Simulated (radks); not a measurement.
**Pr in [Xe] 4f3 6s2: an all-electron calculation**

What are the levels of neutral praseodymium, how large are its shells, and how does its energy divide?

Method: Dirac Kohn-Sham, BLYP, spin-unpolarised, spherical densities, point nucleus; open shells fill j = l - 1/2 first. Code: radks (a radial shooting solver on a logarithmic mesh, Libxc functionals) version 1.

## Step 1: The atom as given

* element: praseodymium (Z = 59)
* charge: 0
* electrons: 59
* configuration: [Xe] 4f3 6s2

## Step 2: The run

The run's settings:

```text
Z 59
configuration [Xe] 4f3 6s2 5d0 6p0
relativity Dirac
functional b88,lyp
spin unpolarised
j_filling energy
nucleus point
c 137.035999084
```

Launch:

```console
$ python run_ks.py task.json out
```

The same process makes all the runs of this session.

**Question.** What will this run give?

As calculated:

```
                        quantity                   value
                    total energy      -9243.3930 hartree
exchange-correlation share of it                  2.35 %
                            −T/E                  1.0758
          highest occupied level        4f5/2, -1.110 eV
    most extended occupied level  6s1/2, <r> = 4.48 bohr
 radius at density 0.001 e/bohr³               5.37 bohr
    maxima of the radial density                       4
         ionisation energy, NIST    5.470 (semi-emp.) eV
```

**Reading.** 6 principal shells are occupied and 4 maxima appear in the radial density; where shells overlap, one shows as a shoulder or not at all. −T/E is 1.076: with relativity the kinetic term as defined here no longer equals −E. The top level binds by 1.110 eV, 20 % of the NIST ionisation energy of 5.470 eV; the potential of a semilocal functional falls off too fast, so its top eigenvalue is too shallow. Spin polarisation and multiplet splitting are left out.
